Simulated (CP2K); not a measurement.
# GeSiH5Cl (SMILES [SiH3][GeH2][Cl]): levels of theory compared

Wanted: a comparison of 4 runs (B3LYP/6-31G*, AM1, PM3, GFN1-xTB) of GeSiH5Cl. 

The results are computed with CP2K 2026.2.

2 further runs of the same task are left out: 2 set aside as unsound or not needed. Runs told in other sessions of the task aren't counted.

### 1 Starting point

The species is GeSiH5Cl (8 atoms), meant as a singlet with charge 0. As SMILES, `[SiH3][GeH2][Cl]`. The Ge2–H7 distance was set to 2.306 Å, away from the relaxed value. At this shape a bond of the SMILES string is far longer than usual.

Bond lengths: Si1–Ge2 2.380 Å, Ge2–Cl3 2.169 Å, Si1–H4 1.487 Å, Si1–H5 1.484 Å, Si1–H6 1.484 Å, Ge2–H8 1.537 Å. Angles: Si1–Ge2–Cl3 106.5°, Si1–Ge2–H8 114.0°, Cl3–Ge2–H8 106.1°, Ge2–Si1–H4 109.5°, Ge2–Si1–H5 108.9°, Ge2–Si1–H6 108.9°, H4–Si1–H5 109.7°, H4–Si1–H6 109.7°, H5–Si1–H6 110.1°. A long bond or contact: Ge2–H7 2.306 Å.

### 2 The energy at B3LYP/6-31G(d) (spherical functions) (run 1)

File molecule.xyz:

```xyz
8

Si    -1.346022     0.953906     0.282326
Ge     0.255878    -0.755394     0.703226
Cl     1.480678    -0.057094     2.351026
H     -2.227322     0.542806    -0.842474
H     -0.632222     2.205306    -0.074074
H     -2.160922     1.162206     1.505026
H      1.703100    -1.135200    -1.051200
H     -0.357822    -2.087294     1.164026
```

File calc.inp:

```
&GLOBAL
    PROJECT_NAME calc
    RUN_TYPE ENERGY
    PRINT_LEVEL MEDIUM
&END

&FORCE_EVAL
    METHOD Quickstep
    &DFT
        BASIS_SET_FILE_NAME ./6_31gs.basis
        POTENTIAL_FILE_NAME POTENTIAL
        &QS
            METHOD GAPW
            EPS_DEFAULT 1.0E-10
        &END
        &MGRID
            CUTOFF 280
            REL_CUTOFF 50
            NGRIDS 4
        &END
        &POISSON
            PERIODIC NONE
            POISSON_SOLVER MULTIPOLE
        &END
        &SCF
            SCF_GUESS ATOMIC
            EPS_SCF 1.0E-07
            MAX_SCF 150
            ADDED_MOS 10
            &DIAGONALIZATION
                ALGORITHM STANDARD
            &END
            &MIXING
                METHOD DIRECT_P_MIXING
                ALPHA 0.4
            &END
        &END
        &XC
            &XC_FUNCTIONAL
                &HYB_GGA_XC_B3LYP
                &END
            &END
            &HF
                FRACTION 0.2
                &SCREENING
                    EPS_SCHWARZ 1.0E-10
                &END
                &MEMORY
                    MAX_MEMORY 1050
                &END
            &END
        &END
        &PRINT
            &MOMENTS
                PERIODIC F
                REFERENCE COM
                MAX_MOMENT 1
            &END
            &MO ON
                ENERGIES T
                OCCUPATION_NUMBERS T
                NDIGITS 6
                &EACH
                    QS_SCF 0
                &END
                ADD_LAST NUMERIC
            &END
            &LOWDIN ON
            &END
            &HIRSHFELD OFF
            &END
        &END
    &END
    &SUBSYS
        &CELL
            ABC 10.9 11.3 10.4
            PERIODIC NONE
        &END
        &TOPOLOGY
            COORD_FILE_NAME molecule.xyz
            COORD_FILE_FORMAT XYZ
            &CENTER_COORDINATES
            &END
        &END
        &KIND Si
            BASIS_SET 6-31Gs
            POTENTIAL ALL
            LEBEDEV_GRID 194
            RADIAL_GRID 100
        &END
        &KIND Ge
            BASIS_SET 6-31Gs
            POTENTIAL ALL
            LEBEDEV_GRID 194
            RADIAL_GRID 100
        &END
        &KIND Cl
            BASIS_SET 6-31Gs
            POTENTIAL ALL
            LEBEDEV_GRID 194
            RADIAL_GRID 100
        &END
        &KIND H
            BASIS_SET 6-31Gs
            POTENTIAL ALL
            LEBEDEV_GRID 194
            RADIAL_GRID 100
        &END
    &END
&END
```

Run with:

```sh
$ OMP_NUM_THREADS=1 cp2k.psmp -i calc.inp > calc.out 2>&1
```

Output:

```text
CP2K| version string:                                       CP2K version 2026.2
[...]
 GLOBAL| Method name                                                        CP2K
[...]
 GLOBAL| Run type                                                         ENERGY
[...]
 DFT| Spin restricted Kohn-Sham (RKS) calculation                            RKS
 DFT| Multiplicity                                                             1
[...]
 DFT| Charge                                                                   0
[...]
 FUNCTIONAL| HYB_GGA_XC_B3LYP:
[...]
 QS| Method:                                                                GAPW
[...]
 QS| Density cutoff [a.u.]:                                                140.0
[...]
 QS| Relative density cutoff [a.u.]:                                        25.0
[...]
                             - Atoms:                                          8
[...]
                             - Spherical basis functions:                     78
[...]
 Number of electrons:                                                         68
[...]
     1 P_Mix/Diag. 0.40E+00   11.6     0.50130743     -2829.5449494148 -2.83E+03
[...]
    15 DIIS/Diag.  0.44E-07    2.1     0.00000005     -2829.4255078990 -9.09E-13
  *** SCF run converged in    15 steps ***
[...]
  Overlap energy of the core charge distribution:               0.00000531510406
  Self energy of the core charge distribution:               -866.49051228106373
  Core Hamiltonian energy:                                  -2128.84852818600802
  Hartree energy:                                             206.02784526984618
  Exchange-correlation energy:                                -20.21238668976466
  Hartree-Fock Exchange energy:                               -25.38532734577183
[...]
  Dipole moment [Debye]
    X= -0.2478078E+01 Y=  0.1071402E+00 Z= -0.7324526E+00  Total=      2.5862782
 ENERGY| Total FORCE_EVAL ( QS ) energy [hartree]          -2829.425507898961314
[...]
```

Run time: 42 s. Hardware: 1 thread of Arm Neoverse V1, shared host; peak memory 0.75 GiB.

### 3 The energy at AM1 (run 2)

File qs.inp:

```
&GLOBAL
   PROJECT_NAME qs
   RUN_TYPE ENERGY
   PRINT_LEVEL MEDIUM
&END GLOBAL
&FORCE_EVAL
   METHOD QUICKSTEP
   &DFT
      &QS
         METHOD AM1
         EPS_DEFAULT 1.0E-10
         &SE
            &COULOMB
               CUTOFF [angstrom] 50
               RC_RANGE [angstrom] 0
            &END COULOMB
            &EXCHANGE
               CUTOFF [angstrom] 50
               RC_RANGE [angstrom] 0
            &END EXCHANGE
         &END SE
      &END QS
      &POISSON
         PERIODIC NONE
         POISSON_SOLVER ANALYTIC
      &END POISSON
      &SCF
         SCF_GUESS ATOMIC
         EPS_SCF 1.0E-06
         MAX_SCF 50
         &OT
            MINIMIZER CG
            PRECONDITIONER FULL_ALL
         &END OT
         &OUTER_SCF
            EPS_SCF 1.0E-06
            MAX_SCF 8
         &END OUTER_SCF
      &END SCF
      &PRINT
         &MOMENTS
            PERIODIC F
            REFERENCE COM
            MAX_MOMENT 1
         &END MOMENTS
         &MO_CUBES
            NLUMO 1
            NHOMO -1
            WRITE_CUBE F
         &END MO_CUBES
         &HIRSHFELD OFF
         &END HIRSHFELD
      &END PRINT
   &END DFT
   &SUBSYS
      &CELL
         ABC 19.9 20.3 19.4
         PERIODIC NONE
      &END CELL
      &COORD
         Si    -1.346022     0.953906     0.282326
         Ge     0.255878    -0.755394     0.703226
         Cl     1.480678    -0.057094     2.351026
         H     -2.227322     0.542806    -0.842474
         H     -0.632222     2.205306    -0.074074
         H     -2.160922     1.162206     1.505026
         H      1.703100    -1.135200    -1.051200
         H     -0.357822    -2.087294     1.164026
      &END COORD
      &TOPOLOGY
         &CENTER_COORDINATES
         &END CENTER_COORDINATES
      &END TOPOLOGY
   &END SUBSYS
&END FORCE_EVAL
```

Run with:

```sh
$ OMP_NUM_THREADS=1 cp2k.psmp -i qs.inp > qs.out 2>&1
```

Output:

```text
CP2K| version string:                                       CP2K version 2026.2
[...]
 GLOBAL| Method name                                                        CP2K
[...]
 GLOBAL| Run type                                                         ENERGY
[...]
                             - Atoms:                                          8
[...]
                             - Spherical basis functions:                     17
[...]
 Number of electrons:                                                         20
[...]
     1 OT CG       0.15E+00    0.0     0.16756938       -20.3784636817 -2.04E+01
[...]
    10 OT CG       0.44E+00    0.0     0.00000035       -22.2985676422 -6.33E-11
  *** SCF run converged in    10 steps ***
  Core-core repulsion energy [eV]:                            748.83369315718608
  Core Hamiltonian energy [eV]:                              -946.68170093671461
  Two-electron integral energy [eV]:                         -817.85375156976761
  Electronic energy [eV]:                                   -1355.60857672159841
  Total energy [eV]:                                         -606.77488356441233
  Atomic reference energy [eV]:                               608.02601809069790
  Heat of formation [kcal/mol]:                                28.85184987347634
[...]
 SE_DIPOLE| Moment [Debye]          1.17916119       0.45338381       2.45375120
 SE_DIPOLE| Derivative [a.u.]       0.00000000       0.00000000       0.00000000
 *** WARNING in qs_scf_post_se.F:140 :: Printing of MO cube files not ***
 *** implemented for Semi-Empirical method.                           ***
 ENERGY| Total FORCE_EVAL ( QS ) energy [hartree]            -22.298567642241256
[...]
```

Run time: 0.91 s. Hardware: 1 thread of Arm Neoverse V1, shared host.

Run 3 isn't shown in full; the table further down has it.

### 4 A single-point energy at GFN1-xTB (run 4)

File job.inp:

```
&GLOBAL
  PROJECT job
  RUN_TYPE ENERGY
  PRINT_LEVEL MEDIUM
&END GLOBAL
&FORCE_EVAL
  METHOD QS
  &DFT
    CHARGE 0
    MULTIPLICITY 1
    &QS
      METHOD XTB
      EPS_DEFAULT 1.0E-10
      &XTB
        GFN_TYPE 1
        CHECK_ATOMIC_CHARGES F
      &END XTB
    &END QS
    # no periodic images
    &POISSON
      PERIODIC NONE
      POISSON_SOLVER ANALYTIC
    &END POISSON
    &SCF
      SCF_GUESS ATOMIC
      EPS_SCF 1.0E-07
      MAX_SCF 40
      &OT ON
        MINIMIZER DIIS
        PRECONDITIONER FULL_ALL
      &END OT
      &OUTER_SCF
        EPS_SCF 1.0E-07
        MAX_SCF 8
      &END OUTER_SCF
    &END SCF
    &PRINT
      &MOMENTS
        PERIODIC F
        REFERENCE COM
        MAX_MOMENT 1
      &END MOMENTS
      &MO_CUBES
        NLUMO 3
        NHOMO -1
        WRITE_CUBE F
      &END MO_CUBES
      &HIRSHFELD OFF
      &END HIRSHFELD
    &END PRINT
  &END DFT
  # structure
  &SUBSYS
    &CELL
      ABC [angstrom] 15.9 16.3 15.4
      PERIODIC NONE
    &END CELL
    &COORD
      Si     6.866089     9.044900     7.332413
      Ge     8.467989     7.335600     7.753313
      Cl     9.692789     8.033900     9.401113
      H      5.984789     8.633800     6.207613
      H      7.579889    10.296300     6.976013
      H      6.051189     9.253200     8.555113
      H      9.915211     6.955794     5.998887
      H      7.854289     6.003700     8.214113
    &END COORD
  &END SUBSYS
&END FORCE_EVAL
```

Run with:

```sh
$ OMP_NUM_THREADS=1 cp2k.psmp -i job.inp > job.out 2>&1
```

Output:

```text
CP2K| version string:                                       CP2K version 2026.2
[...]
 GLOBAL| Method name                                                        CP2K
[...]
 GLOBAL| Run type                                                         ENERGY
[...]
                             - Atoms:                                          8
[...]
                             - Spherical basis functions:                     37
[...]
 Number of electrons:                                                         20
[...]
     1 OT DIIS     0.15E+00    0.0     0.18617811       -10.3113577722 -1.03E+01
[...]
    33 OT DIIS     0.15E+00    0.0     0.00000007       -10.4570708261 -1.67E-13
  *** SCF run converged in    33 steps ***
[...]
 TB_DIPOLE| Moment [Debye]         -1.92464601       0.68765258      -0.03137888
 TB_DIPOLE| Derivative [a.u.]       0.00000000       0.00000000       0.00000000
[...]
 ENERGY| Total FORCE_EVAL ( QS ) energy [hartree]            -10.457070826071922
[...]
```

It took 0.62 s on 1 thread of Arm Neoverse V1, shared host; peak memory 0.15 GiB.

### 5 All runs side by side

| run | level | scheme | SCF convergence threshold | energy (Eh) | dipole moment (D) | wall time |
| --- | --- | --- | --- | --- | --- | --- |
| 1 | B3LYP/6-31G* (spherical functions) | GAPW | 1e-07 | -2829.425508 | 2.59 | 42 s |
| 2 | AM1 | – | 1e-06 | -22.298568 | 2.76 | 0.91 s |
| 3 | PM3 | – | 1e-06 | -20.264910 | 2.81 | 0.76 s |
| 4 | GFN1-xTB | – | 1e-07 | -10.457071 | 2.04 | 0.62 s |

### 6 Results

| quantity | value |
| --- | --- |
| run 4: total energy | -10.45707 Eh |
| run 4: dipole moment (from atomic charges alone) | 2.04 D |
| run 4: HOMO energy | -11.20 eV |
| run 4: dispersion energy | -7.76 kJ/mol |

The dipole moment (its size) runs from 2.04 D (GFN1-xTB) to 2.81 D (PM3). Some of these are taken from atomic charges alone. In all runs a closed-shell determinant meets a far-stretched bond; if it breaks into open shells, such a determinant describes it badly, and no broken-symmetry solution was shown. Force-field and semi-empirical energies have zeros of their own, so their totals don't compare. All runs together took 45 s, the longest 42 s.
